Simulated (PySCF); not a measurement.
# [BiCl4]−: other spin states, a change of charge and excitations

Aim: at the relaxed geometry of [BiCl4]−, try other spin states, a change of charge and excitations. The species was built from a template and needn't be a known compound.

Method: BP86, Bi def2-SVP with ECP60, Cl def2-SVP; scalar-relativistic core potentials, no spin–orbit coupling; program: PySCF 2.14.0.

3 further runs of the same task are left out: 2 for a known fault of the program, 1 that didn't finish.

## 1. The starting structure

5 atoms, charge -1, spin multiplicity 1.

Bond lengths: Bi1–Cl2 2.633 Å, Bi1–Cl3 2.633 Å, Bi1–Cl4 2.633 Å, Bi1–Cl5 2.633 Å. Angles: Cl2–Bi1–Cl3 108.4°, Cl2–Bi1–Cl4 110.0°, Cl2–Bi1–Cl5 110.0°, Cl3–Bi1–Cl4 110.0°, Cl3–Bi1–Cl5 110.0°, Cl4–Bi1–Cl5 108.4°.

Coordinates:

```xyz
5
BiCl4
Bi    0.0051    0.2454    0.0000
Cl   -0.0269   -1.2935    2.1359
Cl   -0.0269   -1.2935   -2.1359
Cl    2.1723    1.7403    0.0000
Cl   -2.0981    1.8291    0.0000
```

Formal oxidation states: Bi +3. An earlier session relaxed this geometry at BP86, Bi def2-SVP with ECP60, Cl def2-SVP (singlet, point group D2d).

Its energy there is -2055.449236 Eh.

## 2. Multiplicity 3 at the relaxed geometry

Contents of run.py (the lines that set the calculation):

```python
mol = gto.M(atom='''
Bi     0.00510     0.24542     0.00000
Cl    -0.02689    -1.29355     2.13590
Cl    -0.02689    -1.29355    -2.13590
Cl     2.17229     1.74029     0.00000
Cl    -2.09810     1.82905     0.00000''',
    basis={'Bi': 'def2-SVP', 'Cl': 'def2-SVP'},
    ecp={'Bi': 'def2-SVP'},
    charge=-1, spin=2)
mf = dft.UKS(mol, xc='B88,P86')
mf.grids.atom_grid = (50, 194)
mf = mf.density_fit()  # fitting sets: Bi def2-universal-JKFIT, Cl def2-universal-JKFIT
mf.conv_tol = 1e-08; mf.max_cycle = 55
mf.kernel(dm0)  # dm0: free metal ions and neutral atoms
```

Run with:

```console
> OMP_NUM_THREADS=2 python run.py
```

Log:

```text
init E= -2115.73804883067
cycle= 1 E= -2049.17752360672  delta_E= 66.6  |g|= 3.61  |ddm|=  5.5
  HOMO = 0.408228721845  LUMO = 0.410592404916  gap/eV = 0.06432
cycle= 2 E= -2016.36792215157  delta_E= 32.8  |g|= 6.98  |ddm|= 19.3
cycle= 3 E= -2054.77461144887  delta_E= -38.4  |g|= 1.08  |ddm|= 17.5
cycle= 4 E= -2055.23922065974  delta_E= -0.465  |g|= 0.401  |ddm|= 2.46
cycle= 5 E= -2055.28936362167  delta_E= -0.0501  |g|= 0.163  |ddm|= 2.11
cycle= 6 E= -2055.29422949034  delta_E= -0.00487  |g|= 0.147  |ddm|= 1.95
cycle= 7 E= -2055.31299561137  delta_E= -0.0188  |g|= 0.0324  |ddm|= 0.282
cycle= 8 E= -2055.30831483358  delta_E= 0.00468  |g|= 0.0722  |ddm|= 1.91
cycle= 9 E= -2055.3102112625  delta_E= -0.0019  |g|= 0.0578  |ddm|= 0.0435
cycle= 10 E= -2055.31224493503  delta_E= -0.00203  |g|= 0.0398  |ddm|= 1.91
cycle= 11 E= -2055.31131291156  delta_E= 0.000932  |g|= 0.0488  |ddm|= 1.91
cycle= 12 E= -2055.31114931949  delta_E= 0.000164  |g|= 0.0504  |ddm|= 1.91
cycle= 13 E= -2055.31145617926  delta_E= -0.000307  |g|= 0.0477  |ddm|= 0.031
cycle= 14 E= -2055.30988968309  delta_E= 0.00157  |g|= 0.0601  |ddm|= 1.91
cycle= 15 E= -2055.30934113928  delta_E= 0.000549  |g|= 0.0639  |ddm|= 0.0139
cycle= 16 E= -2055.30831124153  delta_E= 0.00103  |g|= 0.0704  |ddm|= 0.0233
cycle= 17 E= -2055.30839415674  delta_E= -8.29e-05  |g|= 0.07  |ddm|= 0.00371
cycle= 18 E= -2055.31083489775  delta_E= -0.00244  |g|= 0.053  |ddm|= 0.35
cycle= 19 E= -2055.31318414849  delta_E= -0.00235  |g|= 0.0286  |ddm|= 1.65
cycle= 20 E= -2055.31103526838  delta_E= 0.00215  |g|= 0.0514  |ddm|=  1.5
...
cycle= 1 E= -2055.31089134768  delta_E= -0.0178  |g|= 0.0548  |ddm|= 1.26
cycle= 2 E= -2055.31181546417  delta_E= -0.000924  |g|= 0.0599  |ddm|= 0.196
cycle= 3 E= -2055.31390272563  delta_E= -0.00209  |g|= 0.0118  |ddm|= 0.0751
cycle= 4 E= -2055.31404734679  delta_E= -0.000145  |g|= 0.00276  |ddm|= 0.0237
cycle= 5 E= -2055.31405950554  delta_E= -1.22e-05  |g|= 0.00171  |ddm|= 0.00952
cycle= 6 E= -2055.31406431766  delta_E= -4.81e-06  |g|= 0.000532  |ddm|= 0.00553
cycle= 7 E= -2055.3140659105  delta_E= -1.59e-06  |g|= 0.000505  |ddm|= 0.00368
cycle= 8 E= -2055.31406677939  delta_E= -8.69e-07  |g|= 0.000225  |ddm|= 0.00243
cycle= 9 E= -2055.31406714682  delta_E= -3.67e-07  |g|= 0.00015  |ddm|= 0.00165
cycle= 10 E= -2055.31406732175  delta_E= -1.75e-07  |g|= 0.000107  |ddm|= 0.00113
cycle= 11 E= -2055.31406740482  delta_E= -8.31e-08  |g|= 8.96e-05  |ddm|= 0.000776
cycle= 12 E= -2055.31406744854  delta_E= -4.37e-08  |g|= 5.56e-05  |ddm|= 0.000553
cycle= 13 E= -2055.31406746661  delta_E= -1.81e-08  |g|= 6.15e-05  |ddm|= 0.000373
cycle= 14 E= -2055.31406747691  delta_E= -1.03e-08  |g|= 4.98e-05  |ddm|= 0.000259
cycle= 15 E= -2055.31406748252  delta_E= -5.62e-09  |g|= 3.73e-05  |ddm|= 0.000184
Extra cycle  E= -2055.30509990083  delta_E= 0.00897  |g|= 0.0881  |ddm|= 1.91
SCF not converged.
macro= 0  E= -2055.31354671671  delta_E= -0.00844682  |g|= 0.0880869  2 KF 8 JK
macro= 1  E= -2055.3140807077  delta_E= -0.000533991  |g|= 6.87061e-05  4 KF 14 JK
macro= 2  E= -2055.31408070781  delta_E= -1.04592e-10  |g|= 1.75965e-05  1 KF 2 JK
macro X = 3  E=-2055.31408070781  |g|= 1.75965e-05  total 8 KF 28 JK
converged SCF energy = -2055.31408070781  <S^2> = 2.0018809  2S+1 = 3.0012536
```

Run time: 33 s. Hardware: 2 threads of Arm Neoverse V1, shared host.

Read off: E = -2055.314081 Eh (+3.678 eV from the relaxed state), HOMO 1.69 eV, LUMO -1.93 eV (over both spins), ⟨S²⟩ = 2.002, Mulliken charge on Bi1 +0.48 e. The highest filled level lies above zero; it isn't the detachment energy. An empty level of one spin lies below a filled level of the other.

## 3. One electron removed, multiplicity 2

run.py (the lines that set the calculation), as its differences from that of step 2:

```diff
@@ -8,3 +8,3 @@
     ecp={'Bi': 'def2-SVP'},
-    charge=-1, spin=2)
+    charge=0, spin=1)
 mf = dft.UKS(mol, xc='B88,P86')
@@ -13,2 +13,2 @@
 mf.conv_tol = 1e-08; mf.max_cycle = 55
-mf.kernel(dm0)  # dm0: free metal ions and neutral atoms
+mf.kernel(dm0)  # dm0: the density of the relaxed state
```

Run with:

```console
> OMP_NUM_THREADS=2 python run.py
```

Log:

```text
init E= -2055.45202761217
  HOMO = -0.0796835100685  LUMO = -0.0764246831518  gap/eV = 0.08868
cycle= 1 E= -2055.26482602972  delta_E= 0.187  |g|= 0.142  |ddm|= 1.18
  HOMO = -0.305361868244  LUMO = -0.290697572605  gap/eV = 0.39904
cycle= 2 E= -2055.2706249808  delta_E= -0.0058  |g|= 0.11  |ddm|= 0.411
  HOMO = -0.284509726982  LUMO = -0.268997174689  gap/eV = 0.42212
cycle= 3 E= -2055.27638687334  delta_E= -0.00576  |g|= 0.00858  |ddm|= 0.155
  HOMO = -0.283722553871  LUMO = -0.267548307359  gap/eV = 0.44012
cycle= 4 E= -2055.27641203287  delta_E= -2.52e-05  |g|= 0.00686  |ddm|= 0.0259
  HOMO = -0.283797857461  LUMO = -0.26746222729  gap/eV = 0.44452
cycle= 5 E= -2055.27643813419  delta_E= -2.61e-05  |g|= 0.00343  |ddm|= 0.0149
  HOMO = -0.283819938174  LUMO = -0.267349708459  gap/eV = 0.44818
cycle= 6 E= -2055.27644533201  delta_E= -7.2e-06  |g|= 0.000691  |ddm|= 0.00509
  HOMO = -0.283868036134  LUMO = -0.267330939873  gap/eV = 0.45000
cycle= 7 E= -2055.27644483435  delta_E= 4.98e-07  |g|= 0.000971  |ddm|= 0.00299
  HOMO = -0.28388212586  LUMO = -0.267326664975  gap/eV = 0.45050
cycle= 8 E= -2055.27644575897  delta_E= -9.25e-07  |g|= 0.000122  |ddm|= 0.00204
  HOMO = -0.283886474306  LUMO = -0.267323084146  gap/eV = 0.45071
cycle= 9 E= -2055.27644577175  delta_E= -1.28e-08  |g|= 3.86e-06  |ddm|= 0.000212
  HOMO = -0.283886627623  LUMO = -0.267322798799  gap/eV = 0.45072
cycle= 10 E= -2055.27644577176  delta_E= -1.46e-11  |g|= 2.01e-06  |ddm|= 1.56e-05
  HOMO = -0.283886608435  LUMO = -0.26732276642  gap/eV = 0.45073
Extra cycle  E= -2055.27644577173  delta_E= 3.18e-11  |g|= 6.71e-06  |ddm|= 1.73e-05
converged SCF energy = -2055.27644577173  <S^2> = 0.7535332  2S+1 = 2.0035301
```

It took 3.4 s on 2 threads of Arm Neoverse V1, shared host.

Result: E = -2055.276446 Eh (+4.702 eV from the relaxed state), HOMO -7.72 eV, LUMO -7.27 eV (over both spins), ⟨S²⟩ = 0.754, Mulliken charge on Bi1 +0.91 e. 

## 4. Singlet excitations, Tamm-Dancoff PBE0

run.py (the lines that set the calculation), as its differences from that of step 3:

```diff
@@ -8,4 +8,4 @@
     ecp={'Bi': 'def2-SVP'},
-    charge=0, spin=1)
-mf = dft.UKS(mol, xc='B88,P86')
+    charge=-1, spin=0)
+mf = dft.RKS(mol, xc='PBE0')
 mf.grids.atom_grid = (50, 194)
```

Run with:

```console
> OMP_NUM_THREADS=2 python run.py
```

Log:

```text
init E= -2054.50247733897
  HOMO = -0.110715417116486  LUMO = 0.0904414895606451  gap/eV = 5.47376
cycle= 1 E= -2054.50582815218  delta_E= -0.00335  |g|= 0.0516  |ddm|= 0.243
  HOMO = -0.115573527664341  LUMO = 0.0761745535120312  gap/eV = 5.21773
cycle= 2 E= -2054.50482655076  delta_E= 0.001  |g|= 0.0762  |ddm|= 0.213
  HOMO = -0.114784262181986  LUMO = 0.0826123129925756  gap/eV = 5.37143
cycle= 3 E= -2054.50676372387  delta_E= -0.00194  |g|= 0.00128  |ddm|= 0.116
  HOMO = -0.114315737550059  LUMO = 0.083173347418331  gap/eV = 5.37395
cycle= 4 E= -2054.506764177  delta_E= -4.53e-07  |g|= 0.0007  |ddm|= 0.003
  HOMO = -0.114406009057365  LUMO = 0.0830726667655567  gap/eV = 5.37367
cycle= 5 E= -2054.50676431356  delta_E= -1.37e-07  |g|= 0.000157  |ddm|= 0.0012
  HOMO = -0.114403672717043  LUMO = 0.0830630665788602  gap/eV = 5.37334
cycle= 6 E= -2054.5067643225  delta_E= -8.94e-09  |g|= 1.66e-05  |ddm|= 0.000407
  HOMO = -0.114403288058653  LUMO = 0.0830650421346959  gap/eV = 5.37339
Extra cycle  E= -2054.50676432255  delta_E= -4.18e-11  |g|= 1.33e-05  |ddm|= 4.68e-05
converged SCF energy = -2054.50676432255
```

Wall time 30 s (2 threads of Arm Neoverse V1, shared host).

Result: E = -2054.506764 Eh, HOMO -3.11 eV, LUMO 2.26 eV, Mulliken charge on Bi1 +0.97 e. 

Singlet excitations:

```csv
state,energy (eV),oscillator strength
1,4.56,0.0527
2,4.56,0.0527
3,4.64,0.0490
4,5.28,0.0000
5,5.30,0.0000
6,5.31,0.0086
7,5.32,0.0064
8,5.32,0.0064
```

## 5. Results

| state | energy from the relaxed state (eV) | ⟨S²⟩ | time |
| --- | --- | --- | --- |
| charge -1, singlet, vacuum (relaxed) | 0 | 0.00 |  |
| charge -1, triplet, vacuum | 3.68 | 2.00 | 33 s |
| charge 0, doublet, vacuum | 4.70 | 0.75 | 3.4 s |

An electron taken off or put on is at rest in vacuum. 

In the excitation run (PBE0), the lowest singlet lies at 4.56 eV (gaps between orbitals at other levels can't be set against it), and the brightest of the eight at 4.56 eV (f = 0.053); spin–orbit coupling would mix in triplets. Removing an electron vertically costs 4.70 eV (doublet), against −HOMO = 2.12 eV. The triplet lies 3.68 eV above at this geometry. These are double-zeta-type bases without diffuse functions. Spin–orbit coupling is left out.
